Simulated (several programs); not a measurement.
A 4-atom cell of NbP (I4_1md) from a materials database, relaxed with r2SCAN in Ansatz, was computed with several methods. Space group I4_1md (No. 109), tetragonal; a = 3.338 Å, c = 11.464 Å in the conventional setting, 15.97 Å³ an atom. Around Nb lie 6 P at 2.54–2.55 Å; around P lie 6 Nb at 2.54–2.55 Å. No spin polarisation and no zero-point or thermal motion.

Space group I4_1md (No. 109). a = 3.338 Å, b = 3.338 Å, c = 11.464 Å, α = 90.00°, β = 90.00°, γ = 90.00°
```tsv
atom	site	symmetry	x	y	z
Nb	4a	2mm.	0.5000	0.5000	0.9998
P	4a	2mm.	0.0000	0.0000	0.0828
```

Gaps and times are for a single point on this cell; volume and bulk modulus come from each method's own relaxation or energy curve at fixed shape, which is too stiff where a cell has free coordinates or axes. Times are rough, from shared hosts (Arm Neoverse N1; Arm Neoverse V1; Intel Xeon 6975P-C), and each method has its own mesh and cell size. A double dagger marks a value from a curve with shape and coordinates held. PM6 (MOPAC), PM7 (MOPAC), GFN1-xTB (tblite) treat a cluster of cells at its zone centre, which samples few k points: where these miss a band edge, the gap comes out too large for that reason alone. Gaps from k meshes are read at a limited set of points (mesh, symmetry points, PBE's band edges), so each method's own least gap may be somewhat smaller. xTB and the PM methods were fitted mostly to molecules, and can miss a solid's gap by electronvolts. Minimal bases can be far off for gaps. Times of the plane-wave ladder aren't listed, since it ran on unlike processors and cards. d marks a direct gap, i an indirect one (no mark: not told apart), a dash a value that wasn't computed or didn't pass its checks.

```tsv
method	kind	gap (eV)	own volume (Å³/atom)	bulk modulus (GPa)	atoms computed	processor time
PBEsol	semilocal	–	15.56	–	4	–
light PBE (260 eV and a coarse mesh)	light plane-wave	overlap 0.16	16.13‡	186‡	4	1.2 s
PBE	semilocal	overlap 0.16	16.01	190‡	4	–
GFN1-xTB (tblite)	tight binding	0.01	15.73‡	110‡	cluster	14 s
PM7 (MOPAC)	semi-empirical	4.53	–	–	cluster	16 s
r2SCAN	semilocal	overlap 0.13	15.97	197‡	4	–
LDA	semilocal	overlap 0.17	15.33	–	4	–
PBE/SZV (CP2K)	small basis	overlap 0.27	16.88‡	176‡	4	72 s
PBE+SOC	semilocal	overlap 0.15	–	–	4	–
PBE/DZVP (CP2K)	small basis	overlap 0.18	16.04‡	189‡	4	3.1 min
PM6 (MOPAC)	semi-empirical	3.11	–	–	cluster	3.2 min
HSE06+SOC	hybrid	overlap 0.04	–	–	4	–
```

Q: How far from the measured values lie the methods that can be set against them?

A:
- Volume, measured 15.82 Å³ an atom: PBEsol -1.6 %, PBE +1.2 %, r2SCAN +0.9 %, LDA -3.1 %.
The calculations are for a static lattice; samples hold vibrations, temperature and, in optical gaps, excitons. A measured value is shown where most reports agree with it, and only for the quantities listed. Sources: 15.82 Å³ an atom (from the lattice constants; a of the conventional tetragonal cell; “Conductance spectra of (Nb, Pb, In)/NbP -- superconductor/Weyl semimetal junctions”; 2019; arxiv:1908.07359).

Only the rows marked +SOC include spin-orbit coupling.
